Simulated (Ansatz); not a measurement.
**AlClF2H4Si (built from SMILES [F][Al]([F])[Cl].[SiH4]): a saddle search**

Does the minimum-mode search get back to a saddle from here?

The runs use Ansatz 0.2.0, Gaussian basis; PBE-D4/def2-SVPD.

## (1) The system as given

The start, a known saddle point with all atoms moved at random by about 0.06 Å a coordinate: 9 atoms, charge 0, spin multiplicity 1.

Atoms are counted from 1 here; the program's logs count them from 0.

Bond lengths: Al1–Cl2 2.308 Å, Al1–F3 1.624 Å, Al1–F4 1.671 Å, Al1–Si6 2.438 Å, Cl2–H5 1.593 Å, Si6–H7 1.645 Å, Si6–H8 1.450 Å, Si6–H9 1.513 Å. Angles: Cl2–Al1–F3 110.5°, Cl2–Al1–F4 107.5°, Cl2–Al1–Si6 88.0°, F3–Al1–F4 115.9°, F3–Al1–Si6 114.8°, F4–Al1–Si6 116.2°, Al1–Cl2–H5 77.2°, Al1–Si6–H7 94.5°, Al1–Si6–H8 130.0°, Al1–Si6–H9 115.3°, H7–Si6–H8 98.1°, H7–Si6–H9 93.1°, H8–Si6–H9 112.1°.

As a file:

```
Al   -0.38043   -1.34016    0.06930
Cl   -1.21058   -0.29134   -1.81117
F     0.65640   -2.51814   -0.34851
F    -1.68659   -1.81196    0.99851
H    -0.37605    0.86462   -1.10046
Si    0.66585    0.77515    0.68143
H     0.09140    1.58799   -0.62835
H     2.05160    1.19007    0.58739
H    -0.11800    1.62545    1.65699
```

## (2) The search

run/in.yaml reads:

```yaml
crystal:
  periodic: [false, false, false]
  atoms:
    - {symbol: Al, position_ang: [-0.380431, -1.340160, 0.069297]}
    - {symbol: Cl, position_ang: [-1.210583, -0.291342, -1.811172]}
    - {symbol: F, position_ang: [0.656401, -2.518140, -0.348512]}
    - {symbol: F, position_ang: [-1.686585, -1.811957, 0.998508]}
    - {symbol: H, position_ang: [-0.376045, 0.864617, -1.100457]}
    - {symbol: Si, position_ang: [0.665846, 0.775146, 0.681431]}
    - {symbol: H, position_ang: [0.091398, 1.587993, -0.628355]}
    - {symbol: H, position_ang: [2.051603, 1.190067, 0.587385]}
    - {symbol: H, position_ang: [-0.118003, 1.625447, 1.656992]}
basis:
  gaussian: {orbitals: def2-SVPD}
hamiltonian: {xc: pbe, dispersion: d4}
saddle:
  f_tol: 0.02
  max_steps: 40
  mode_guess:
    - [0.2021, 0.1131, 0.2651]
    - [0.1742, 0.1394, -0.0753]
    - [-0.0496, 0.0376, -0.0877]
    - [-0.0233, 0.0662, -0.0858]
    - [-0.5625, -0.3193, -0.4419]
    - [0.0483, 0.1917, -0.0497]
    - [-0.0305, -0.1178, 0.0919]
    - [0.1292, -0.1245, 0.1910]
    - [0.1122, 0.0136, 0.1923]
```

The run is started by

```
$ ansatz run in.yaml --threads 4 --pin off --events-out ev --progress --plain --max-ram 9574MiB
```

Q: Predict the outcome of this session. Wanted: energy change; last largest force; RMSD from the start; RMSD from the known saddle.

As calculated:

| quantity | value |
| --- | --- |
| steps | 15 |
| energy change | -15.1 kJ/mol |
| last largest force | 0.0007 eV/Å |
| RMSD from the start | 0.092 Å |
| RMSD from the known saddle | 0.038 Å |

It converged in 15 steps at a force tolerance of 0.02 eV/Å. It is back at the known saddle, up to the shift that another level brings.
